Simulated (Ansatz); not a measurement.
# One shape, several levels: triplet SnSiH4ClF

We compute a comparison of 6 runs (UHF/STO-3G, UHF/def2-SVP, UB3LYP/def2-SVP, UPBE/def2-SVP, UPBE0/def2-SVP, USVWN5/def2-SVP) of triplet SnSiH4ClF. 

Program for the calculation: Ansatz 0.2.0.

104 further runs of the same task are left out: 6 that didn't finish, 98 set aside as unsound or not needed. Runs told in other sessions of the task aren't counted.

### 1 The system as given

SnSiH4ClF has 8 atoms, charge 0, and is taken as a triplet. SMILES of the parent species: `[F][SnH]([SiH3])[Cl]`. Geometry: relaxed at PBE0-D4/def2-TZVP. That shape belongs to the parent species and isn't relaxed for this state.

Bond lengths: F1–Sn2 1.922 Å, Sn2–Si3 2.562 Å, Sn2–Cl4 2.326 Å, Sn2–H5 1.703 Å, Si3–H6 1.483 Å, Si3–H7 1.483 Å, Si3–H8 1.481 Å. Some angles: F1–Sn2–Si3 106.4°, F1–Sn2–Cl4 104.0°, Si3–Sn2–Cl4 108.4°, F1–Sn2–H5 104.3°, Si3–Sn2–H5 125.0°, Cl4–Sn2–H5 106.7°, Sn2–Si3–H6 108.7°, Sn2–Si3–H7 107.9°, Sn2–Si3–H8 107.4°, H6–Si3–H7 110.5°.

### 2 The energy at UHF/STO-3G (run 1)

Input file molecule.yaml:

```yaml
crystal:
  periodic: [false, false, false]
  atoms:
    - {symbol: F, position_ang: [-2.164400, 1.207300, 0.065000]}
    - {symbol: Sn, position_ang: [-0.491100, 0.743900, -0.760400]}
    - {symbol: Si, position_ang: [0.772400, -0.710700, 0.928600]}
    - {symbol: Cl, position_ang: [-1.103700, -0.588800, -2.566200]}
    - {symbol: H, position_ang: [0.081000, 2.212200, -1.406000]}
    - {symbol: H, position_ang: [1.077500, 0.107800, 2.127500]}
    - {symbol: H, position_ang: [2.025400, -1.174900, 0.284900]}
    - {symbol: H, position_ang: [-0.104900, -1.854000, 1.270900]}
basis:
  gaussian: {orbitals: STO-3G}
magnetization: {spin_polarized: true, initial_magnetization: 2}
hamiltonian: {xc: hf}
accuracy: high
output: {orbitals: {seedname: orbitals}}
```

Launch:

```sh
$ ansatz run molecule.yaml --threads 1 --pin off --max-ram 3480MiB --events-out events.jsonl --progress --plain --runs-dir runs
```

What it wrote:

```text
Warning: RAYON_NUM_THREADS=1 ignored (pool sized by the plan → 1); use --threads N
Functional definition: HF
  name "HF"
  exchange = exact_x
  correlation = 0
1068 factors; integrals over basis functions are off by at most 5.7e-9 eV
mean field evaluation 1: about -185131.7749 eV, gradient 1.6e1 eV
mean field evaluation 2: about -185131.9599 eV, gradient 1.6e1 eV
mean field evaluation 4: about -185135.9081 eV, gradient 2.6e0 eV
mean field evaluation 8: about -185136.5604 eV, gradient 6.2e-1 eV
mean field evaluation 16: about -185136.6412 eV, gradient 2.5e-4 eV
mean field evaluation 32: about -185135.8931 eV, gradient 1.3e0 eV
mean field evaluation 64: about -185138.5936 eV, gradient 6.0e-3 eV
mean field evaluation 96: about -185136.0726 eV, gradient 2.0e0 eV
mean field evaluation 128: about -185136.2109 eV, gradient 4.1e0 eV
mean field evaluation 160: about -185138.5782 eV, gradient 4.0e-2 eV
mean field evaluation 192: about -185135.9246 eV, gradient 2.7e0 eV
mean field evaluation 224: about -185136.4542 eV, gradient 4.7e0 eV
mean field evaluation 256: about -185137.3747 eV, gradient 4.4e-1 eV
mean field -185138.58271092 eV, -6803.7174231879 hartree, gradient 4.0e-8 eV, S^2 2.004131; 2 other end points of the search recorded, 0 dependent functions left out
reference -185138.58271092 eV, -6803.7174231879 hartree; 48, 46 occupied and 6, 8 virtual orbitals, 1068 factors
Total energy: -185138.58271092 eV, -6803.7174231879 hartree
```

Run time: 18 s. Hardware: 1 thread of Arm Neoverse N1, shared host; peak memory 0.24 GiB.

### 3 A single-point energy at UHF/def2-SVP (core potential) (run 2)

Input file job.yaml:

```yaml
crystal:
  periodic: [false, false, false]
  atoms:
    - {symbol: F, position_ang: [-2.164400, 1.207300, 0.065000]}
    - {symbol: Sn, position_ang: [-0.491100, 0.743900, -0.760400]}
    - {symbol: Si, position_ang: [0.772400, -0.710700, 0.928600]}
    - {symbol: Cl, position_ang: [-1.103700, -0.588800, -2.566200]}
    - {symbol: H, position_ang: [0.081000, 2.212200, -1.406000]}
    - {symbol: H, position_ang: [1.077500, 0.107800, 2.127500]}
    - {symbol: H, position_ang: [2.025400, -1.174900, 0.284900]}
    - {symbol: H, position_ang: [-0.104900, -1.854000, 1.270900]}
basis:
  gaussian:
    orbitals: def2-SVP
magnetization:
  spin_polarized: true
  initial_magnetization: 2
hamiltonian:
  xc: hf
accuracy: high
output:
  orbitals: {seedname: orbitals}
```

Launch:

```sh
$ ansatz run job.yaml --threads 1 --pin off --max-ram 3480MiB --events-out events.jsonl --progress --plain --runs-dir runs
```

What it wrote (excerpt; [...] marks lines left out):

```text
Warning: RAYON_NUM_THREADS=1 ignored (pool sized by the plan → 1); use --threads N
Functional definition: HF
  name "HF"
[...]
2115 factors; integrals over basis functions are off by at most 7.7e-9 eV
[...]
mean field -28927.68464525 eV, -1063.0728028239 hartree, gradient 3.8e-8 eV, S^2 2.028360; 3 other end points of the search recorded, 0 dependent functions left out
reference -28927.68464525 eV, -1063.0728028239 hartree; 34, 32 occupied and 62, 64 virtual orbitals, 2115 factors
Total energy: -28927.68464525 eV, -1063.0728028239 hartree
```

It took 69 s on 1 thread of Arm Neoverse N1, shared host; peak memory 0.61 GiB.

Runs 3 to 5 aren't shown in full; the table further down has their settings and results.

### 4 A single-point energy at USVWN5/def2-SVP (core potential) (run 6)

Input file job.yaml:

```yaml
crystal:
  periodic: [false, false, false]
  atoms:
    - symbol: F
      position_ang: [-2.164400, 1.207300, 0.065000]
    - symbol: Sn
      position_ang: [-0.491100, 0.743900, -0.760400]
    - symbol: Si
      position_ang: [0.772400, -0.710700, 0.928600]
    - symbol: Cl
      position_ang: [-1.103700, -0.588800, -2.566200]
    - symbol: H
      position_ang: [0.081000, 2.212200, -1.406000]
    - symbol: H
      position_ang: [1.077500, 0.107800, 2.127500]
    - symbol: H
      position_ang: [2.025400, -1.174900, 0.284900]
    - symbol: H
      position_ang: [-0.104900, -1.854000, 1.270900]
basis:
  gaussian:
    orbitals: def2-SVP
magnetization:
  spin_polarized: true
  initial_magnetization: 2
hamiltonian:
  xc: {name: SVWN5}
accuracy: high
output: {orbitals: {seedname: orbitals}}
```

Launch:

```sh
$ ansatz run job.yaml --threads 1 --pin off --max-ram 3480MiB --events-out events.jsonl --progress --plain --runs-dir runs
```

What it wrote:

```text
Warning: RAYON_NUM_THREADS=1 ignored (pool sized by the plan → 1); use --threads N
Functional definition: SVWN5
  name "SVWN5"
  exchange = slater_x
  correlation = vwn5_c
2115 factors; integrals over basis functions are off by at most 7.7e-9 eV
mean field evaluation 1: about -28898.8038 eV, gradient 2.9e1 eV
mean field evaluation 2: about -28804.8899 eV, gradient 1.5e2 eV
mean field evaluation 4: about -28894.9467 eV, gradient 2.8e1 eV
mean field evaluation 8: about -28902.7651 eV, gradient 2.0e-1 eV
mean field evaluation 16: about -28902.7625 eV, gradient 4.0e-4 eV
mean field evaluation 32: about -28899.7782 eV, gradient 1.3e1 eV
mean field evaluation 64: about -28901.4272 eV, gradient 2.9e0 eV
mean field -28902.76253304 eV, -1062.1569320932 hartree, gradient 2.2e-8 eV, S^2 2.002840; 8 other end points of the search recorded, 0 dependent functions left out
reference -28902.76253704 eV, -1062.1569322401 hartree; 34, 32 occupied and 62, 64 virtual orbitals, 2115 factors
Total energy: -28902.76253704 eV, -1062.1569322401 hartree
```

Run time: 23 s. Hardware: 1 thread of Arm Neoverse N1, shared host; peak memory 0.3 GiB.

### 5 All runs side by side

```
run                             level  core potential   energy (Eh)  HOMO energy (eV)   ⟨S²⟩  wall time
  1                        UHF/STO-3G            none  -6803.717423             -0.99  2.004       18 s
  2     UHF/def2-SVP (core potential)        def2-SVP  -1063.072803             -5.08  2.028       69 s
  3  UB3LYP/def2-SVP (core potential)        def2-SVP  -1065.894332             -2.89  2.009       88 s
  4    UPBE/def2-SVP (core potential)        def2-SVP  -1065.352489             -2.27  2.005       47 s
  5   UPBE0/def2-SVP (core potential)        def2-SVP  -1065.416464             -3.06  2.010       85 s
  6  USVWN5/def2-SVP (core potential)        def2-SVP  -1062.156932             -2.39  2.003       23 s
```

### 6 What came out

| quantity | value |
| --- | --- |
| run 6: total energy | -1062.15693 Eh |
| run 6: HOMO energy (highest over α and β) | -2.39 eV |
| run 6: ⟨S²⟩ | 2.003 |

**Reading.** Totals of different functionals can't be ranked against each other. Some runs of one species differ in core potentials or relativity; totals across that change don't compare. In run 1 the basis is minimal, so the values are rough. In run 1 relativity is left out where basis or elements ask for it. All runs together took 5.5 min, the longest 88 s.
